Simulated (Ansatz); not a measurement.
# H3C18N: the cost of one run

Method: DFT PBEsol, plane waves, PAW, scalar-relativistic, no spin polarisation, in Ansatz 0.2.0.

## Step 1: The structure to begin with

The cell holds 22 atoms (C18H3N): a = 7.398 Å, b = 7.398 Å, c = 13.000 Å, α = 90.00°, β = 90.00°, γ = 120.00°.

Its coordinates follow in the input file.

## Step 2: End point A

The input, input.yaml:

```yaml
crystal:
  lattice:
    - [7.398, 0.0, 0.0]
    - [-3.699, 6.406856, 0.0]
    - [0.0, 0.0, 13.0]
  atoms:
    - { symbol: C, position: [0.0, 0.0, 0.0769231] }
    - { symbol: C, position: [0.2222222, 0.1111111, 0.0769231] }
    - { symbol: C, position: [0.0, 0.3333333, 0.0769231] }
    - { symbol: C, position: [0.2222222, 0.4444444, 0.0769231] }
    - { symbol: C, position: [0.0, 0.6666667, 0.0769231] }
    - { symbol: C, position: [0.2222222, 0.7777778, 0.0769231] }
    - { symbol: C, position: [0.3333333, 0.0, 0.0769231] }
    - { symbol: C, position: [0.5555556, 0.1111111, 0.0769231] }
    - { symbol: C, position: [0.3333333, 0.3333333, 0.0769231] }
    - { symbol: C, position: [0.5555556, 0.4444444, 0.0769231] }
    - { symbol: C, position: [0.3333333, 0.6666667, 0.0769231] }
    - { symbol: C, position: [0.5555556, 0.7777778, 0.0769231] }
    - { symbol: C, position: [0.6666667, 0.0, 0.0769231] }
    - { symbol: C, position: [0.8888889, 0.1111111, 0.0769231] }
    - { symbol: C, position: [0.6666667, 0.3333333, 0.0769231] }
    - { symbol: C, position: [0.8888889, 0.4444444, 0.0769231] }
    - { symbol: C, position: [0.6666667, 0.6666667, 0.0769231] }
    - { symbol: C, position: [0.8888889, 0.7777778, 0.0769231] }
    - { symbol: "N", position: [0.6170203, 0.5555701, 0.1776923] }
    - { symbol: H, position: [0.5725014, 0.4122398, 0.2069231] }
    - { symbol: H, position: [0.7597462, 0.6542459, 0.2069231] }
    - { symbol: H, position: [0.5188134, 0.6002246, 0.2069231] }
basis:
  ecutwfc: 420.0
kpoints:
  mp_grid: { grid: [2, 2, 1] }
hamiltonian:
  xc: pbesol
scf:
  occupations: { method: gaussian, width: 0.02 }
  lower_state_search: "off"
relax:
  f_tol: 0.03
  max_steps: 60
  adjacent_minimum: "off"
output:
  write_density: true
  write_potential: true
  elf: true
  volumetric_format: npy
```

Run with:

```sh
> ansatz run input.yaml --threads 1 --pin off --max-ram 3072MiB --backend cpu --events-out ev --progress --plain --runs-dir out
```

**Question.** How long does this run take on 1 thread of Arm Neoverse V1, shared host, and how much memory does it need?

About 5.8 min, with a peak of 0.73 GiB.
